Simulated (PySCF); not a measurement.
# F2H2O2Si: the cost of one run

Program: PySCF 2.14.0. Level of theory: levels as typed in each script, gas phase, geometry from GFN2-xTB. These are calculated values, not measurements.

## (1) The starting structure

SMILES `O[Si](O)(F)F`, 7 atoms, charge 0, spin multiplicity 1.

Bond lengths: O1–Si2 1.604 Å, O1–H6 0.954 Å, Si2–O3 1.594 Å, Si2–F4 1.595 Å, Si2–F5 1.586 Å, O3–H7 0.953 Å. Angles: Si2–O1–H6 121.6°, O1–Si2–O3 111.6°, O1–Si2–F4 110.0°, O1–Si2–F5 112.5°, O3–Si2–F4 111.7°, O3–Si2–F5 107.5°, F4–Si2–F5 103.3°, Si2–O3–H7 122.1°.

Coordinates:

```xyz
7

O    -0.74146   -1.41189    0.21322
Si    0.01875   -0.01488    0.00506
O     1.59962   -0.21049   -0.04890
F    -0.53088    0.71440   -1.30271
F    -0.29529    1.02457    1.16164
H    -1.69191   -1.45866    0.27532
H     1.99958   -1.00469   -0.39109
```

## (2) Density, bond paths and surface potential (B3LYP/def2-svpd)

input.py reads:

```python
import numpy as np
from pyscf import gto, scf, dft
from pyscf.scf import atom_ks, atom_hf
from scipy.linalg import block_diag

def solve(mol, dm0=None, hcore=None):
    mf = (dft.UKS if mol.spin else dft.RKS)(mol, xc='b3lyp')
    mf.grids.level = 3
    mf = mf.density_fit(auxbasis='def2-universal-jkfit')
    mf.conv_tol, mf.max_cycle = 1e-8, 80
    if hcore is not None:
        mf.get_hcore = lambda *args: hcore
    mf.kernel(dm0)
    if not mf.converged:
        mf = mf.newton().run(mf.mo_coeff, mf.mo_occ, max_cycle=30)
    assert mf.converged, 'SCF not converged'
    return mf

mol = gto.M(atom='''
O     -0.74146    -1.41189     0.21322
Si     0.01875    -0.01488     0.00506
O      1.59962    -0.21049    -0.04890
F     -0.53088     0.71440    -1.30271
F     -0.29529     1.02457     1.16164
H     -1.69191    -1.45866     0.27532
H      1.99958    -1.00469    -0.39109
''', basis='def2-svpd', charge=0, spin=0, verbose=4)
mf = solve(mol)
mf.analyze()
# spherically averaged free atoms, for the promolecule
atm = atom_ks.get_atm_nrks(mol, xc='b3lyp')
pro = block_diag(*[(atm[a[0]][2] * atm[a[0]][3]) @ atm[a[0]][2].T for a in mol._atom])
np.savez('result.npz', e=mf.e_tot, c=mf.mo_coeff, occ=mf.mo_occ, eps=mf.mo_energy, pro=pro, dip=mf.dip_moment(verbose=0), s2=mf.spin_square()[0])
```

The run is started by

```console
$ OMP_NUM_THREADS=1 python input.py
```

What time and memory should one allow on 1 thread of Arm Neoverse N1, shared host?

About 18 s, with a peak of 0.51 GiB.
